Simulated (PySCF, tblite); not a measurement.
**C5H11BF2O: geometry, infrared bands and NMR shifts**

Aim: predict the infrared bands and NMR shifts of C5H11BF2O (`[BH3-][O+](CF)C/C=C\CF`).

Programs: tblite 0.8.0 and PySCF 2.14.0, with density-fitted response routines of our own. Each step states its level of theory. These are calculated values for one molecule in the gas phase, unless marked as measured. Atoms count from 0, in the outputs and in this text.

**1. Starting geometry**

20 atoms, charge 0, multiplicity 1; geometry from: force field or distance geometry start.

Bonds of the start (Å): B0–O1 1.49, O1–C2 1.42, C2–F3 1.40, O1–C4 1.45, C4–C5 1.51, C5–C6 1.35, C6–C7 1.50, C7–F8 1.38, B0–H9 1.19, B0–H10 1.20, B0–H11 1.21, C2–H12 1.10, C2–H13 1.12, C4–H14 1.12, C4–H15 1.12, C5–H16 1.09, C6–H17 1.09, C7–H18 1.11, C7–H19 1.11.

**2. Optimising the geometry with GFN2-xTB**

Job settings and geometry (Å):

```
{"job": {"kind": "relax", "xc": "GFN2-xTB", "basis": "xTB"}, "charge": 0, "multiplicity": 1}
B     -1.574000     1.413700    -0.358700
O     -0.788300     0.150200    -0.261000
C     -1.613500    -0.967300    -0.574200
F     -1.942300    -0.938600    -1.935200
C     -0.295500     0.003700     1.094500
C      0.837200    -0.988400     1.140200
C      2.021900    -0.804300     0.519400
C      2.351300     0.411800    -0.295800
F      3.648400     0.317400    -0.766200
H     -0.879000     2.358400    -0.168400
H     -2.035200     1.538700    -1.457900
H     -2.481100     1.438600     0.436900
H     -1.098200    -1.923800    -0.388000
H     -2.560000    -0.988200     0.019600
H      0.107800     0.973000     1.492700
H     -1.098400    -0.316100     1.807300
H      0.700700    -1.888200     1.731400
H      2.780500    -1.581300     0.629900
H      1.658000     0.475700    -1.163500
H      2.254500     1.325700     0.324400
```

On the command line:

```
$ OMP_NUM_THREADS=1 python probes_run.py task.json out
```

One launch serves the whole session: the jobs run in the order shown.

**Question.** This job is followed by: GFN2-xTB harmonic vibrations, gas phase; GIAO PBE0/pcSseg-1 NMR shielding, non-relativistic, gas phase. Predict these results of the whole session: strongest single infrared mode (GFN2-xTB); zero-point energy (GFN2-xTB); 13C shifts against TMS (PBE0/pcSseg-1); 1H shifts against TMS (PBE0/pcSseg-1, means over atoms taken as alike); 11B shifts against BF3·OEt2 (PBE0/pcSseg-1); 17O shifts against H2O (PBE0/pcSseg-1); 19F shifts against CFCl3 (PBE0/pcSseg-1).

As calculated:

| quantity | value |
| --- | --- |
| strongest single infrared mode (GFN2-xTB) | 1128 cm⁻¹, 206 km/mol |
| zero-point energy (GFN2-xTB) | 96.9 kcal/mol |
| 13C shifts against TMS (PBE0/pcSseg-1) | 150.6, 128.3, 111.5, 85.3, 78.6 ppm |
| 1H shifts against TMS (PBE0/pcSseg-1, means over atoms taken as alike) | 6.62, 5.84, 5.60, 5.52, 4.60, 3.17 ppm |
| 11B shifts against BF3·OEt2 (PBE0/pcSseg-1) | 1.4 ppm |
| 17O shifts against H2O (PBE0/pcSseg-1) | 82.7 ppm |
| 19F shifts against CFCl3 (PBE0/pcSseg-1) | -167.3, -249.3 ppm |

**Reading.** Relaxing lowered the energy by 0.696 eV in 128 steps; the close pair that moved most is B0–O1, from 1.491 to 1.689 Å. No mode is imaginary among the 54: a minimum at this level. The strongest single mode, at 1128 cm⁻¹, has its largest shares on H11, H9 and H10 (the list is cut at 3 atoms). GFN2-xTB is a fitted tight-binding method: band positions and strengths are rough. Its intensities can rank the bands wrongly. At PBE0/pcSseg-1: The largest span, 220 ppm, is at C6, where the paramagnetic term is -219 ppm.
